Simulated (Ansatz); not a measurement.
# ClH7Si3: the cost of one run

Program: Ansatz 0.2.0. Level of theory: RKS PBE-D4/STO-3G. These are calculated values, not measurements.

### Step 1. The structure to begin with

Bond lengths: Si1–H2 1.460 Å, Si1–Cl3 2.130 Å, Si1–Si4 2.218 Å, Si4–H5 1.460 Å, Si4–H6 1.460 Å, Si4–H7 1.460 Å, Si1–Si8 2.218 Å, Si8–H9 1.460 Å, Si8–H10 1.460 Å, Si8–H11 1.460 Å. Angles (14 of 18 angles, heavy atoms first): Cl3–Si1–Si4 109.5°, Cl3–Si1–Si8 109.5°, Si4–Si1–Si8 109.5°, H2–Si1–Cl3 109.4°, H2–Si1–Si4 109.5°, H2–Si1–Si8 109.5°, Si1–Si4–H5 109.5°, Si1–Si4–H6 109.5°, Si1–Si4–H7 109.5°, Si1–Si8–H9 109.5°, Si1–Si8–H10 109.5°, Si1–Si8–H11 109.5°, H5–Si4–H6 109.4°, H5–Si4–H7 109.4°.

As a file:

```xyz
11

Si    0.0000    0.0000    0.0000
H     0.0000    0.0000    1.4600
Cl    2.0086    0.0000   -0.7093
Si   -1.0456    1.8115   -0.7393
H    -2.4302    1.4780   -1.0607
H    -1.0215    2.8436    0.2931
H    -0.3743    2.3069   -1.9374
Si   -1.0456   -1.8115   -0.7393
H    -1.7029   -2.4846    0.3772
H    -2.0454   -1.4265   -1.7311
H    -0.0777   -2.7173   -1.3511
```

### Step 2. Relaxing the start

File input.yaml:

```yaml
crystal:
  periodic: [false, false, false]
  atoms:
    - { symbol: Si, position_ang: [0.0, 0.0, 0.0] }
    - { symbol: H, position_ang: [0.0, 0.0, 1.46] }
    - { symbol: Cl, position_ang: [2.0086, 0.0, -0.7093] }
    - { symbol: Si, position_ang: [-1.0456, 1.8115, -0.7393] }
    - { symbol: H, position_ang: [-2.4302, 1.478, -1.0607] }
    - { symbol: H, position_ang: [-1.0215, 2.8436, 0.2931] }
    - { symbol: H, position_ang: [-0.3743, 2.3069, -1.9374] }
    - { symbol: Si, position_ang: [-1.0456, -1.8115, -0.7393] }
    - { symbol: H, position_ang: [-1.7029, -2.4846, 0.3772] }
    - { symbol: H, position_ang: [-2.0454, -1.4265, -1.7311] }
    - { symbol: H, position_ang: [-0.0777, -2.7173, -1.3511] }
basis:
  gaussian: { orbitals: STO-3G }
hamiltonian:
  xc: pbe
  dispersion: d4
relax:
  f_tol: 0.02
  max_steps: 40
output:
  orbitals: {}
```

Run with:

```console
> ansatz run input.yaml --threads 1 --pin off --max-ram 2048MiB --backend cpu --events-out ev --progress --plain --runs-dir out
```

Q: Estimate wall time and peak memory on 1 thread of Arm Neoverse V1, shared host.

About 50 s, with a peak of 0.11 GiB.
